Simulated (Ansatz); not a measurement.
# CaPd, space group Pm-3m: a relaxation of the ions

Program: Ansatz 0.2.0 through its Python package.

`relax.py`
```python
'''Ionic relaxation of CaPd.'''

import json

import ansatz as az
from ase import Atoms
from ase.io import write
import numpy as np

system = (
    az.Lattice.of((3.505685, 0.0, 0.0), (0.0, 3.505685, 0.0), (0.0, 0.0, 3.505685))
    .atom('Ca', (0.0, 0.0, 0.0))
    .atom('Pd', (0.5, 0.5, 0.5))
)

setup = system.calculation()
setup = setup.accuracy('low')
setup = setup.scf(tolerance=1e-08, max_iterations=200).occupations('cold', width=0.15)
setup = setup.pseudopotentials('nc')
setup = setup.eigensolver('auto').kpoints(3, 3, 3)
setup = setup.functional('r2scan')
setup = setup.relax(force_tolerance=0.01, max_steps=60, random_displacement=True, displacement_amplitude=0.1, displacement_seed=629)
out = setup.run(threads=1, pin='off', events_out='capd.ndjson')
with open('capd.ndjson') as stream:
    events = [json.loads(line) for line in stream]
steps = [e['data'] for e in events if e['event'] == 'relax_step']
r = out.report
print('step   energy (eV)     max comp. (eV/A)  SCF')
for s in steps:
    print(f'{s["step"]:4d} {s["lagrangian_ev"]:15.5f} {s["allowed_force_max_ev_ang"]:12.4f} {s["n_scf"]:5d}')

first, last = steps[0], steps[-1]
symbols = [site.symbol for site in out.lattice.sites]
print(f'energy gained {first["lagrangian_ev"] - last["lagrangian_ev"]:.4f} eV in {len(steps) - 1} steps')

relaxed = Atoms(symbols, positions=[site.position_ang for site in out.lattice.sites], cell=out.lattice.cell_ang, pbc=True)
write('relaxed.extxyz', relaxed, format='extxyz')

print('relaxed fractional positions')
for site in out.lattice.sites:
    print(f'  {site.symbol:2s}', ' '.join(f'{v % 1:8.5f}' for v in np.round(site.position_frac, 5)))

moved = np.linalg.norm(np.array(last['positions_ang']) - np.array(first['positions_ang']), axis=1)
print('displacement by atom (A):', ' '.join(f'{s}:{d:.3f}' for s, d in zip(symbols, moved)))

energy = r['free_energy_ev']
print('CaPd: {:.6f} eV = {:.6f} Ry = {:.6f} Ha'.format(energy, energy / 13.605693, energy / 27.211386))
print('Fermi level {:.4f} eV, {} k-points, {} symmetry operations'.format(r['fermi_energy_ev'], r['n_kpoints'], r['n_symmetry_ops']))
```

```console
$ python relax.py
DeckWarning: basis.ecutwfc = 1260 eV, auto-derived from the records' recommended cutoffs: set by Ca (normal level)
step   energy (eV)     max comp. (eV/A)  SCF
   1     -4597.18806       0.5278    13
   2     -4597.24197       0.0379    10
   3     -4597.24224       0.0002     8
energy gained 0.0542 eV in 2 steps
relaxed fractional positions
  Ca  0.99910  0.00060  0.00211
  Pd  0.49909  0.50059  0.50214
displacement by atom (A): Ca:0.100 Pd:0.100
CaPd: -4597.242243 eV = -337.891076 Ry = -168.945538 Ha
Fermi level 11.9848 eV, 14 k-points, 1 symmetry operations
```
(Warnings from the package without file and line.)

`relaxed.extxyz`, as written:
```text
2
Lattice="3.505685 0.0 0.0 0.0 3.505685 0.0 0.0 0.0 3.505685" Properties=species:S:1:pos:R:3 pbc="T T T"
Ca      -0.00316427       0.00209042       0.00740841
Pd       1.74964880       1.75492427       1.76033736
```

These settings explore the input space; cutoff and mesh may be short of convergence. Such functionals run on norm-conserving files made under PBE, which can move pressures by some GPa. Energy and stress may still move on a finer k-point mesh. Only differences from the Fermi energy are physical; the zero of the scale is a convention. Energies along a relaxation are free energies. A last row that repeats the one before re-solves the same geometry more tightly. The first row is the displaced cell, and groups found at tight tolerances show what the force threshold leaves of the kick. An opening on this mesh may only mean that it misses a point where bands touch. The structure comes from a database of computed cells and needn't be a stable or known phase. Hardware and time: 38 s on 1 thread of Arm Neoverse V2 (shared host), peak memory 0.59 GiB.

(Lines on the test bed's own set-up are left out of the output.)
